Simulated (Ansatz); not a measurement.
# BrFHInS: basis-set convergence

How large a basis does BrFHInS need? Two functionals are run in growing sets.

Program: Ansatz 0.2.0, Gaussian basis. Level of theory: one geometry, several basis sets. These are calculated values, not measurements.

The runs, in order: PBE0-D4/def2-SVP; ωB97M-V/def2-SVP; PBE0-D4/def2-QZVPP; ωB97M-V/def2-QZVPP; the functionals' def2-TZVPP values are taken from earlier runs.

## (1) The geometry

The geometry comes from an earlier relaxation with PBE0-D4 in a triple-zeta def2 set; it is a stationary point. In takes the def2 core potential; no spin-orbit term is included.

SMILES `[F][In]([SH])[Br]`, 5 atoms, charge 0, spin multiplicity 1.

Atoms are counted from 1 here; the program's logs count them from 0.

Bond lengths: F1–In2 1.935 Å, In2–S3 2.351 Å, In2–Br4 2.439 Å, S3–H5 1.345 Å. Angles: F1–In2–S3 118.0°, F1–In2–Br4 115.3°, S3–In2–Br4 126.7°, In2–S3–H5 92.1°.

Geometry (Å):

```mol
BrFHInS
  3D, bonds by distance, orders not assigned

  5  4  0  0  0  0  0  0  0  0999 V2000
   -1.1387   -1.0531    1.8968 F   0  0
   -0.3283   -0.3831    0.2721 In  0  0
    1.1061    1.4722    0.4391 S   0  0
   -0.9292   -1.5832   -1.7641 Br  0  0
    1.3400    1.4736   -0.8853 H   0  0
  1  2  8  0
  2  3  8  0
  2  4  8  0
  3  5  8  0
M  END
```

## (2) PBE0-D4 in def2-SVP

The input, in.yaml:

```yaml
crystal:
  periodic: [false, false, false]
  atoms:
    - {symbol: F, position_ang: [-1.138664, -1.053134, 1.896820]}
    - {symbol: In, position_ang: [-0.328281, -0.383136, 0.272071]}
    - {symbol: S, position_ang: [1.106092, 1.472228, 0.439117]}
    - {symbol: Br, position_ang: [-0.929249, -1.583198, -1.764091]}
    - {symbol: H, position_ang: [1.340003, 1.473640, -0.885318]}
basis:
  gaussian: {orbitals: def2-SVP}
hamiltonian: {xc: pbe0, dispersion: d4}
output: {orbitals: {seedname: orbitals}}
```

Further steps of the session: ωB97M-V in def2-SVP; PBE0-D4 in def2-QZVPP; ωB97M-V in def2-QZVPP.

Q: Predict the results of all the runs planned. Wanted: PBE0-D4: double and triple zeta above quadruple; ωB97M-V: double and triple zeta above quadruple.

The runs gave:

```
                                       quantity           value
PBE0-D4: double and triple zeta above quadruple  18.05, 1.97 eV
ωB97M-V: double and triple zeta above quadruple  17.97, 1.89 eV
```

In words: PBE0-D4 gains 16.08 eV from double to triple zeta, then 1.97 eV more. These are total energies; as a rule much of such shifts cancels in differences, which this series doesn't test.
